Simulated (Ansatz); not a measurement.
Hf2Pd2Se2Br2O3:

```
Hf Pd Se Br O
1.0
     5.76069    0.00496   -0.00286
    -0.52750    5.84664    0.03413
    -1.48435   -0.92642    6.64586
Hf Pd Se Br O
2 2 2 2 3
Cartesian
  3.5658 1.9949 2.3367
  0.5362 2.1009 3.9624
  3.9042 -0.0043 5.6409
  0.4456 4.9498 2.4142
  2.0523 1.4944 6.2402
  2.4066 4.0824 3.5487
  4.1617 5.6554 1.0519
  -0.4152 4.0015 5.7576
  4.5038 1.1491 3.9299
  1.7546 1.0574 2.7229
  -0.4225 3.0696 2.4575
```

The cell was built by a generator and needn't be a form met in nature.

| Quantity | Value |
| --- | --- |
| Program | Ansatz 0.2.0 |
| Task | relaxation of cell and atoms |
| Functional | RPBE |
| Potentials or basis | Ansatz PAW |
| Cutoff | 420 eV (not typed: the program's choice for these potentials) |
| k mesh | 4 × 4 × 3 |
| Occupations | fermi-dirac, width 0.05 eV |
| Spin | no spin polarisation |

At the start: volume 20.36 Å³/atom.

**Question.** How do energy, volume and symmetry change on relaxing?

**Answer.** It ends after 9 steps and the volume is 21.24 Å³/atom (+4.3 %); space group P1 (No. 1, to 0.05 Å).

The path:
```csv
step,energy change (eV),largest force (eV/Å),volume (Å³)
1,0.0000,0.1505,224.01
2,-0.0265,0.2642,236.94
3,-0.0604,0.1087,233.15
4,-0.0629,0.0638,232.82
5,-0.0633,0.0504,233.32
6,-0.0637,0.0094,233.35
7,-0.0758,0.0110,233.35
8,-0.0756,0.0056,233.66
9,-0.0759,0.0056,233.66
```

Final structure:
```
Hf Pd Se Br O
1.0
     5.81351    0.01104   -0.00052
    -0.52622    5.94256    0.05731
    -1.49619   -0.91730    6.75368
Hf Pd Se Br O
2 2 2 2 3
Cartesian
  3.6030 2.0369 2.4010
  0.5419 2.1605 4.0187
  3.9305 0.0450 5.7481
  0.4689 5.0339 2.4717
  2.0577 1.5325 6.3643
  2.4300 4.1390 3.6159
  4.2266 5.7920 1.1030
  -0.4273 4.0618 5.8339
  4.5539 1.1986 3.9966
  1.7817 1.0961 2.7992
  -0.4203 3.1215 2.5105
```

Caveat: the plane-wave basis is chosen anew once the cell has moved, so the energies of steps on either side of that aren't comparable; the PAW data sets come from PBE, with cores solved anew for the run's functional, which leaves a small shift of forces and pressure.
